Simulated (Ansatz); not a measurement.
**FGeH4Sn radical: how energies converge with the basis set**

An exercise on one series of results from a longer session: the logs are not shown, and one member is left open.

Method: one geometry, several basis sets; program: Ansatz 0.2.0, Gaussian basis.

Plan: PBE0-D4/def2-SVP; ωB97M-V/def2-SVP; PBE0-D4/def2-QZVPP; ωB97M-V/def2-QZVPP; the functionals' def2-TZVPP values are taken from earlier runs.

## The relaxed structure

An earlier PBE0-D4 in a triple-zeta def2 set relaxation fixed the geometry. Sn takes the def2 core potential; no spin-orbit term is included.

SMILES `[F][SnH][GeH3]`, 7 atoms, charge 0, spin multiplicity 2.

Atoms are counted from 1 here; the program's logs count them from 0.

Bond lengths: F1–Sn2 1.940 Å, Sn2–Ge3 2.639 Å, Sn2–H4 1.733 Å, Ge3–H5 1.537 Å, Ge3–H6 1.534 Å, Ge3–H7 1.537 Å. Angles: F1–Sn2–Ge3 103.1°, F1–Sn2–H4 101.5°, Ge3–Sn2–H4 115.0°, Sn2–Ge3–H5 110.4°, Sn2–Ge3–H6 108.6°, Sn2–Ge3–H7 108.4°, H5–Ge3–H6 110.0°, H5–Ge3–H7 109.8°, H6–Ge3–H7 109.5°.

As a file:

```csv
atom,x (Å),y (Å),z (Å)
F1,-2.1765,-1.3686,0.5321
Sn2,-0.2400,-1.4852,0.5060
Ge3,0.5010,0.9948,-0.0077
H4,0.0219,-2.6105,-0.7861
H5,-0.1494,1.4888,-1.3102
H6,0.0726,1.8862,1.1646
H7,2.0317,1.0266,-0.1443
```

Set-up of the first run:

File in.yaml:

```yaml
crystal:
  periodic: [false, false, false]
  atoms:
    - {symbol: F, position_ang: [-2.176524, -1.368623, 0.532056]}
    - {symbol: Sn, position_ang: [-0.240023, -1.485161, 0.506042]}
    - {symbol: Ge, position_ang: [0.500969, 0.994758, -0.007749]}
    - {symbol: H, position_ang: [0.021853, -2.610504, -0.786076]}
    - {symbol: H, position_ang: [-0.149355, 1.488782, -1.310235]}
    - {symbol: H, position_ang: [0.072620, 1.886163, 1.164600]}
    - {symbol: H, position_ang: [2.031661, 1.026585, -0.144339]}
basis:
  gaussian: {orbitals: def2-SVP}
magnetization: {spin_polarized: true, initial_magnetization: 1}
hamiltonian: {xc: pbe0, dispersion: d4}
output: {orbitals: {seedname: orbitals}}
```

Steps of the session up to this table: PBE0-D4 in def2-SVP; ωB97M-V in def2-SVP; PBE0-D4 in def2-QZVPP; ωB97M-V in def2-QZVPP.

One table of the session follows, with a row left open; its other results are not shown here.

It belongs to the step «Density functionals: the series». 

| functional | basis | HOMO (eV) | LUMO (eV) |
| --- | --- | --- | --- |
| PBE0-D4 | def2-SVP | -6.22 | -3.45 |
| PBE0-D4 | def2-TZVPP | -6.32 | -3.53 |
| PBE0-D4 | def2-QZVPP | -6.34 | -3.55 |
| ωB97M-V | def2-SVP | -8.13 | -1.70 |
| ωB97M-V | def2-TZVPP | ? | ? |
| ωB97M-V | def2-QZVPP | -8.27 | -1.88 |

Q: Estimate the row for ωB97M-V, def2-TZVPP from the others.

**Answer.** HOMO (eV): -8.25; LUMO (eV): -1.84. In the column «HOMO (eV)» it lies between ωB97M-V, def2-QZVPP (-8.27) and ωB97M-V, def2-SVP (-8.13).
